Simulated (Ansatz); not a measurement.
# C2H7BOSi: the cost of one run

Program: Ansatz 0.2.0. Level of theory: RKS PBE-D4/def2-SVP. These are calculated values, not measurements.

1 further run of the same task is left out (it didn't finish).

### 1 Starting point

Bond lengths: O1–C2 1.354 Å, C2–C3 1.512 Å, C3–B4 1.639 Å, C2–Si5 1.844 Å, B4–Si5 1.954 Å, O1–H6 1.053 Å, C2–H7 1.137 Å, C3–H8 1.050 Å, C3–H9 1.165 Å, B4–H10 1.142 Å, Si5–H11 1.465 Å, Si5–H12 1.493 Å. Angles (14 of 22 angles, heavy atoms first): O1–C2–C3 109.0°, O1–C2–Si5 113.3°, C3–C2–Si5 92.7°, C2–C3–B4 101.8°, C3–B4–Si5 85.1°, C2–Si5–B4 80.2°, O1–C2–H7 113.7°, C3–C2–H7 113.2°, Si5–C2–H7 113.0°, C2–O1–H6 106.3°, C2–C3–H8 115.0°, C2–C3–H9 108.1°, B4–C3–H8 113.9°, B4–C3–H9 108.1°.

Structure file:

```xyz
12

O    -1.4783    0.2312    1.1404
C    -0.1719    0.2522    0.7865
C     0.2343   -1.1271    0.3180
B     0.7065   -0.8318   -1.2232
Si    0.1216    0.9994   -0.8736
H    -1.7048    1.1977    1.4918
H     0.5136    0.6719    1.5907
H    -0.5115   -1.8615    0.4015
H     1.1715   -1.4553    0.9268
H     1.0334   -1.4653   -2.1158
H    -1.1229    1.3993   -1.5346
H     1.2855    1.9341   -0.8743
```

### 2 Relaxing end A

input.yaml reads:

```yaml
crystal:
  periodic: [false, false, false]
  atoms:
    - { symbol: O, position_ang: [-1.4783, 0.2312, 1.1404] }
    - { symbol: C, position_ang: [-0.1719, 0.2522, 0.7865] }
    - { symbol: C, position_ang: [0.2343, -1.1271, 0.318] }
    - { symbol: B, position_ang: [0.7065, -0.8318, -1.2232] }
    - { symbol: Si, position_ang: [0.1216, 0.9994, -0.8736] }
    - { symbol: H, position_ang: [-1.7048, 1.1977, 1.4918] }
    - { symbol: H, position_ang: [0.5136, 0.6719, 1.5907] }
    - { symbol: H, position_ang: [-0.5115, -1.8615, 0.4015] }
    - { symbol: H, position_ang: [1.1715, -1.4553, 0.9268] }
    - { symbol: H, position_ang: [1.0334, -1.4653, -2.1158] }
    - { symbol: H, position_ang: [-1.1229, 1.3993, -1.5346] }
    - { symbol: H, position_ang: [1.2855, 1.9341, -0.8743] }
basis:
  gaussian: { orbitals: def2-SVP }
hamiltonian:
  xc: pbe
  dispersion: d4
relax:
  f_tol: 0.02
  max_steps: 50
output:
  orbitals: {}
```

Started as:

```
> ansatz run input.yaml --threads 2 --pin off --max-ram 3072MiB --backend cpu --events-out ev --progress --plain --runs-dir out
```

**Question.** How long does this run take on 2 threads of Arm Neoverse V1, shared host, and how much memory does it need?

About 53 s, with a peak of 0.15 GiB.
